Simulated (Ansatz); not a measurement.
# In2Ge2O7: the cost of one run

Computed, not measured: Ansatz 0.2.0, DFT, PBEsol, no spin polarisation, plane waves, PAW.

**1. The system as given**

Symmetry: C2/m, No. 12, monoclinic system. Conventional cell: a = 6.659 Å, b = 8.811 Å, c = 4.961 Å, α = 90.00°, β = 102.00°, γ = 90.00°. O (site symmetry 2/m) has 2 Ge at 1.70 Å as nearest neighbours. O (site symmetry m) is surrounded by 1 Ge at 1.74 Å and 2 In at 2.20 Å. O (site symmetry 1) has 1 Ge at 1.74 Å and 2 In at 2.14 to 2.22 Å as nearest neighbours. In (site symmetry 2) has 6 O at 2.14 to 2.22 Å as nearest neighbours. Ge (site symmetry m) is surrounded by 4 O at 1.70 to 1.74 Å.

Its coordinates follow in the input file.

The first density is read from a saved solution for the starting cell.

**2. The walk to rest**

File input.yaml:

```yaml
crystal:
  lattice:
    - [-3.32941281, 0.0, 4.40553561]
    - [1.0315117, -4.85285915, 0.0]
    - [3.32941281, 0.0, 4.40553561]
  atoms:
    - { symbol: O, position: [0.0, 0.0, 0.0] }
    - { symbol: O, position: [0.59, 0.782, 0.41] }
    - { symbol: O, position: [0.41, 0.218, 0.59] }
    - { symbol: O, position: [0.922, 0.289, 0.402] }
    - { symbol: O, position: [0.402, 0.711, 0.922] }
    - { symbol: O, position: [0.078, 0.711, 0.598] }
    - { symbol: O, position: [0.598, 0.289, 0.078] }
    - { symbol: In, position: [0.307, 0.5, 0.307] }
    - { symbol: In, position: [0.693, 0.5, 0.693] }
    - { symbol: Ge, position: [0.768, 0.092, 0.232] }
    - { symbol: Ge, position: [0.232, 0.908, 0.768] }
  symmetry: { tolerance: 0.0003 }
kpoints:
  mp_grid: { grid: [4, 4, 4], shift: [0, 0, 0] }
magnetization:
  spin_polarized: false
scf:
  occupations: { method: fermi_dirac }
  lower_state_search: "off"
hamiltonian:
  pseudopotentials: { kind: paw }
  xc: pbesol
basis:
  ecutwfc: 420
  fft_grid_basis: typed
relax:
  max_steps: 40
  cell: { p_target: 0.0 }
output:
  forces: true
  stress: true
  eigenvalues: true
  populations: true
  elf: true
  write_potential: true
  volumetric_format: npy
  dos:
    e_range: [-12, 8]
    de: 0.05
    projected: { site_lists: { Ge: [Ge], In: [In], O: [O] } }
  write_density: true
  bader: false
checkpoint:
  read: saved_state
```

Run with:

```
$ ansatz run input.yaml --threads 2 --pin off --max-ram 3584MiB --backend cpu --events-out ev --progress --plain --runs-dir out
```

Q: Estimate wall time and peak memory on 2 threads of Arm Neoverse V1, shared host.

About 95 s, with a peak of 0.55 GiB.
